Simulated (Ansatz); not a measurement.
# H₄MoN₂O₂: how energies converge with the basis set

The task here is to estimate one member of a computed series from the others.

The runs use Ansatz 0.2.0, Gaussian basis; one geometry, several basis sets.

Plan: PBE0-D4/def2-SVP; ωB97M-V/def2-SVP; PBE0-D4/def2-QZVPP; ωB97M-V/def2-QZVPP; the functionals' def2-TZVPP values are taken from earlier runs.

1 further run of the same task is left out (for a known fault of the program). Runs told in other sessions of the task aren't counted.

## The relaxed structure

An earlier PBE0-D4 in a triple-zeta def2 set relaxation fixed the geometry. Mo takes the def2 core potential; no spin-orbit term is included.

SMILES `[NH]=[Mo](=[NH])([OH])[OH]`, 9 atoms, charge 0, spin multiplicity 1.

Atoms are counted from 1 here; the program's logs count them from 0.

Bond lengths: N1–Mo2 1.725 Å, N1–H6 1.010 Å, Mo2–N3 1.725 Å, Mo2–O4 1.892 Å, Mo2–O5 1.892 Å, N3–H7 1.010 Å, O4–H8 0.960 Å, O5–H9 0.960 Å. Angles: Mo2–N1–H6 154.5°, N1–Mo2–N3 111.3°, N1–Mo2–O4 109.1°, N1–Mo2–O5 107.5°, N3–Mo2–O4 107.5°, N3–Mo2–O5 109.1°, O4–Mo2–O5 112.4°, Mo2–N3–H7 154.4°, Mo2–O4–H8 118.7°, Mo2–O5–H9 118.7°.

The first run:

in.yaml

```yaml
crystal:
  periodic: [false, false, false]
  atoms:
    - {symbol: N, position_ang: [-0.620523, -0.102650, -1.529114]}
    - {symbol: Mo, position_ang: [-0.060788, -0.039638, 0.101252]}
    - {symbol: N, position_ang: [1.561612, 0.540477, 0.185526]}
    - {symbol: O, position_ang: [-0.079932, -1.786085, 0.829621]}
    - {symbol: O, position_ang: [-1.191616, 1.147173, 1.046610]}
    - {symbol: H, position_ang: [-0.533430, 0.016869, -2.528486]}
    - {symbol: H, position_ang: [2.426976, 0.885334, -0.205495]}
    - {symbol: H, position_ang: [-0.615774, -2.457830, 0.401194]}
    - {symbol: H, position_ang: [-0.798224, 1.750149, 1.681893]}
basis:
  gaussian: {orbitals: def2-SVP}
hamiltonian: {xc: pbe0, dispersion: d4}
output: {orbitals: {seedname: orbitals}}
```

On the command line:

```console
> ansatz run in.yaml --threads 4 --pin off --events-out ev --progress --plain --max-ram 10444MiB
```

Steps of the session up to this table: PBE0-D4 in def2-SVP; ωB97M-V in def2-SVP; PBE0-D4 in def2-QZVPP; ωB97M-V in def2-QZVPP.

One table of the session follows, with a row left open; its other results are not shown here.

It belongs to the step «Density functionals: the series». 

| functional | basis | HOMO (eV) |
| --- | --- | --- |
| PBE0-D4 | def2-SVP | -7.63 |
| PBE0-D4 | def2-TZVPP | -7.76 |
| PBE0-D4 | def2-QZVPP | ? |
| ωB97M-V | def2-SVP | -9.88 |
| ωB97M-V | def2-TZVPP | -10.03 |
| ωB97M-V | def2-QZVPP | -10.07 |

Estimate the missing values for PBE0-D4, def2-QZVPP.

**Answer.** HOMO (eV): -7.79. In the column «HOMO (eV)» it lies between ωB97M-V, def2-SVP (-9.88) and PBE0-D4, def2-TZVPP (-7.76).
